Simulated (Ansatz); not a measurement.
# BH5N2Si: how energies converge with the basis set

How large a basis does BH5N2Si need? Two functionals are run in growing sets.

Program: Ansatz 0.2.0, Gaussian basis. Level of theory: one geometry, several basis sets. These are calculated values, not measurements.

Plan: PBE0-D4/def2-SVP; ωB97M-V/def2-SVP; PBE0-D4/def2-QZVPP; ωB97M-V/def2-QZVPP; the functionals' def2-TZVPP values are taken from earlier runs.

## (1) The geometry

The geometry comes from an earlier relaxation with PBE0-D4 in a triple-zeta def2 set; it is a stationary point, not always the lowest conformer.

9 atoms, charge 0, spin multiplicity 1.

Atoms are counted from 1 here; the program's logs count them from 0.

Bond lengths: N1–Si2 1.702 Å, N1–H5 1.006 Å, N1–H6 1.005 Å, Si2–B3 1.914 Å, Si2–N4 1.755 Å, Si2–H7 1.482 Å, B3–N4 1.389 Å, B3–H8 1.190 Å, N4–H9 1.011 Å. Angles: Si2–N1–H5 122.6°, Si2–N1–H6 123.2°, H5–N1–H6 112.9°, N1–Si2–B3 127.2°, N1–Si2–N4 121.8°, N1–Si2–H7 105.5°, B3–Si2–N4 44.2°, B3–Si2–H7 127.1°, N4–Si2–H7 113.4°, Si2–B3–N4 61.8°, Si2–B3–H8 163.8°, N4–B3–H8 134.4°, Si2–N4–B3 74.0°, Si2–N4–H9 150.8°, B3–N4–H9 135.2°.

## (2) PBE0-D4 in def2-SVP

in.yaml reads:

```yaml
crystal:
  periodic: [false, false, false]
  atoms:
    - {symbol: N, position_ang: [-0.637841, 1.588111, 0.218243]}
    - {symbol: Si, position_ang: [0.258947, 0.175476, 0.530470]}
    - {symbol: B, position_ang: [-0.233858, -1.625779, 0.110161]}
    - {symbol: N, position_ang: [0.650453, -0.971595, -0.738359]}
    - {symbol: H, position_ang: [-0.221268, 2.503311, 0.212864]}
    - {symbol: H, position_ang: [-1.561836, 1.577322, -0.177334]}
    - {symbol: H, position_ang: [1.441211, 0.620895, 1.305249]}
    - {symbol: H, position_ang: [-0.741344, -2.702396, 0.114426]}
    - {symbol: H, position_ang: [1.134037, -1.211646, -1.592919]}
basis:
  gaussian: {orbitals: def2-SVP}
hamiltonian: {xc: pbe0, dispersion: d4}
output: {orbitals: {seedname: orbitals}}
```

Further steps of the session: ωB97M-V in def2-SVP; PBE0-D4 in def2-QZVPP; ωB97M-V in def2-QZVPP.

Q: Predict the results of all the runs planned. Wanted: PBE0-D4: double and triple zeta above quadruple; ωB97M-V: double and triple zeta above quadruple.

**Answer**, as computed:

```
                                       quantity          value
PBE0-D4: double and triple zeta above quadruple  7.75, 0.51 eV
ωB97M-V: double and triple zeta above quadruple  7.89, 0.47 eV
```

In words: For PBE0-D4 the step from double to triple zeta gains 7.25 eV and the next only 0.51 eV. These are total energies; as a rule much of such shifts cancels in differences, which this series doesn't test. The LUMO of ωB97M-V is positive and keeps falling with the basis (2.24 to 1.34 eV): an unbound level that the basis holds in place.
